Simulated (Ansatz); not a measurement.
# CeB: the cost of one run

Program: Ansatz 0.2.0. Level of theory: DFT PBE+U (U_eff = 5 eV on Ce 4f), scalar-relativistic, plane waves, PAW. These are calculated values, not measurements.

1 further run of the same task is left out (it didn't finish).

## (1) Starting point

It takes space group Fm-3m (No. 225, cubic). The conventional cell has a = 5.370 Å, b = 5.370 Å, c = 5.370 Å, α = 90.00°, β = 90.00°, γ = 90.00°. Ce (site symmetry m-3m) has 6 B at 2.68 Å as nearest neighbours. B (site symmetry m-3m) has 6 Ce at 2.68 Å as nearest neighbours.

As a file:

```xyz
2
Lattice="0.0000 2.6849 2.6849 2.6849 0.0000 2.6849 2.6849 2.6849 0.0000" Properties=species:S:1:pos:R:3 pbc="T T T"
Ce    2.6849    2.6849    2.6849
B     0.0000    0.0000    0.0000
```

Starting moments: Ce 1.00 μB.

## (2) Seeding the open shells on a coarse mesh

Contents of input.yaml:

```yaml
crystal:
  lattice:
    - [0.0, 2.6849181984, 2.6849181984]
    - [2.6849181984, 0.0, 2.6849181984]
    - [2.6849181984, 2.6849181984, 0.0]
  atoms:
    - { symbol: Ce, position: [0.5, 0.5, 0.5], spin: 1.0 }
    - { symbol: B, position: [0.0, 0.0, 0.0] }
basis:
  ecutwfc: 420
  ecutrho_ratio: 4
kpoints:
  mp_grid: { grid: [5, 5, 5] }
hamiltonian:
  xc: pbe
  hubbard: { sites: [{ species: Ce, l: f, u_eff: 5.0 }] }
scf:
  occupations: { method: gaussian, width: 0.05 }
output:
  forces: true
  stress: true
  eigenvalues: true
  populations: true
  hubbard: { sites: [{ species: Ce, l: f }] }
magnetization:
  spin_polarized: true
```

On the command line:

```
$ ansatz run input.yaml --threads 2 --pin off --max-ram 2662MiB --backend cpu --events-out ev --progress --plain --runs-dir out
```

What time and memory should one allow on 2 threads of Arm Neoverse V2, shared host?

About 8.1 s, with a peak of 0.37 GiB.
